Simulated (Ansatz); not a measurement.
# Si: the cost of one run

Program: Ansatz 0.2.0. Level of theory: DFT PBE, plane waves, PAW, scalar-relativistic, no spin polarisation. These are calculated values, not measurements.

## (1) The structure to begin with

The cell holds 63 atoms (Si63): a = 10.860 Å, b = 10.860 Å, c = 10.860 Å, α = 90.00°, β = 90.00°, γ = 90.00°.

Its coordinates follow in the input file.

## (2) End point A

File input.yaml:

```yaml
crystal:
  lattice:
    - [10.86, 0.0, 0.0]
    - [0.0, 10.86, 0.0]
    - [0.0, 0.0, 10.86]
  atoms:
    - { symbol: Si, position: [0.4979916, 0.0007925, 0.0036783] }
    - { symbol: Si, position: [0.7544472, 0.2521652, -0.0009193] }
    - { symbol: Si, position: [0.8775324, 0.374694, 0.1251009] }
    - { symbol: Si, position: [0.7489433, 0.0004094, 0.2524353] }
    - { symbol: Si, position: [0.8735445, 0.1234331, 0.3736842] }
    - { symbol: Si, position: [-0.0043601, 0.001384, 0.0037523] }
    - { symbol: Si, position: [0.1249798, 0.1219861, 0.1305094] }
    - { symbol: Si, position: [0.2485272, 0.2490261, -0.0025705] }
    - { symbol: Si, position: [0.3739986, 0.376898, 0.1330786] }
    - { symbol: Si, position: [0.5031519, 0.5022767, 0.0025827] }
    - { symbol: Si, position: [0.6240426, 0.6243049, 0.1281555] }
    - { symbol: Si, position: [0.7472338, 0.756433, -0.0026029] }
    - { symbol: Si, position: [0.8703395, 0.8755467, 0.1204941] }
    - { symbol: Si, position: [0.2519937, 0.0015167, 0.2527516] }
    - { symbol: Si, position: [0.3749971, 0.1247645, 0.3735075] }
    - { symbol: Si, position: [0.5073696, 0.2504014, 0.2491225] }
    - { symbol: Si, position: [0.6199939, 0.3764656, 0.3774486] }
    - { symbol: Si, position: [0.746973, 0.5027162, 0.2505971] }
    - { symbol: Si, position: [0.8723986, 0.6249047, 0.3757281] }
    - { symbol: Si, position: [0.5037674, -0.0009279, 0.4966319] }
    - { symbol: Si, position: [0.6255368, 0.1217307, 0.6215714] }
    - { symbol: Si, position: [0.7535913, 0.2545438, 0.4992436] }
    - { symbol: Si, position: [0.8737753, 0.3771532, 0.6294158] }
    - { symbol: Si, position: [0.7531254, 0.0002094, 0.7512089] }
    - { symbol: Si, position: [0.873247, 0.1222334, 0.8781072] }
    - { symbol: Si, position: [0.00042, 0.504623, 0.0008167] }
    - { symbol: Si, position: [0.1217545, 0.6244446, 0.1245774] }
    - { symbol: Si, position: [0.2493629, 0.7542983, 0.0034109] }
    - { symbol: Si, position: [0.3716088, 0.8760126, 0.1201887] }
    - { symbol: Si, position: [0.0004165, 0.2516559, 0.2487512] }
    - { symbol: Si, position: [0.130903, 0.376216, 0.3763289] }
    - { symbol: Si, position: [0.2509011, 0.4976135, 0.2500245] }
    - { symbol: Si, position: [0.3787325, 0.6238247, 0.3786302] }
    - { symbol: Si, position: [0.5024735, 0.754732, 0.2479415] }
    - { symbol: Si, position: [0.6266784, 0.8744267, 0.3734397] }
    - { symbol: Si, position: [0.0029993, -0.0044042, 0.499716] }
    - { symbol: Si, position: [0.1247164, 0.1244863, 0.6223704] }
    - { symbol: Si, position: [0.2473895, 0.2527164, 0.5032482] }
    - { symbol: Si, position: [0.3736334, 0.3720087, 0.6270484] }
    - { symbol: Si, position: [0.5028723, 0.5000901, 0.4984661] }
    - { symbol: Si, position: [0.6234913, 0.6250346, 0.6279331] }
    - { symbol: Si, position: [0.7500246, 0.7468086, 0.5027969] }
    - { symbol: Si, position: [0.8791791, 0.8743121, 0.6234188] }
    - { symbol: Si, position: [0.2538148, 0.0031883, 0.7504627] }
    - { symbol: Si, position: [0.3720706, 0.1254263, 0.8715905] }
    - { symbol: Si, position: [0.497405, 0.2511409, 0.7553305] }
    - { symbol: Si, position: [0.6281851, 0.3771482, 0.8761377] }
    - { symbol: Si, position: [0.7545258, 0.4987094, 0.7470563] }
    - { symbol: Si, position: [0.8757655, 0.6277071, 0.874197] }
    - { symbol: Si, position: [0.0010331, 0.7492599, 0.2525418] }
    - { symbol: Si, position: [0.1218242, 0.8795574, 0.3763054] }
    - { symbol: Si, position: [-0.0017475, 0.4983917, 0.4980636] }
    - { symbol: Si, position: [0.1198658, 0.6231508, 0.6286324] }
    - { symbol: Si, position: [0.2483589, 0.7496229, 0.5036198] }
    - { symbol: Si, position: [0.3714659, 0.8790417, 0.624751] }
    - { symbol: Si, position: [0.0006278, 0.2516632, 0.7505802] }
    - { symbol: Si, position: [0.1221077, 0.379146, 0.8743552] }
    - { symbol: Si, position: [0.2515392, 0.4994477, 0.7486147] }
    - { symbol: Si, position: [0.3710511, 0.6251325, 0.8781443] }
    - { symbol: Si, position: [0.5010768, 0.7482624, 0.7534194] }
    - { symbol: Si, position: [0.6215473, 0.8721863, 0.8746483] }
    - { symbol: Si, position: [-0.0024516, 0.7482194, 0.7510876] }
    - { symbol: Si, position: [0.1241744, 0.8749034, 0.8775545] }
basis:
  ecutwfc: 420.0
kpoints:
  mp_grid: { grid: [1, 1, 1] }
hamiltonian:
  xc: pbe
  pseudopotentials: { kind: paw, azcp: { folder: soft_1 } }
scf:
  occupations: { method: gaussian, width: 0.02 }
  lower_state_search: "off"
relax:
  f_tol: 0.03
  max_steps: 60
  adjacent_minimum: "off"
```

Command:

```bash
ansatz run input.yaml --threads 4 --pin off --max-ram 10240MiB --backend cpu --events-out ev --progress --plain --runs-dir out
```

**Question.** How long does this run take on 4 threads of Arm Neoverse V1, shared host, and how much memory does it need?

About 47 s, with a peak of 1.1 GiB.
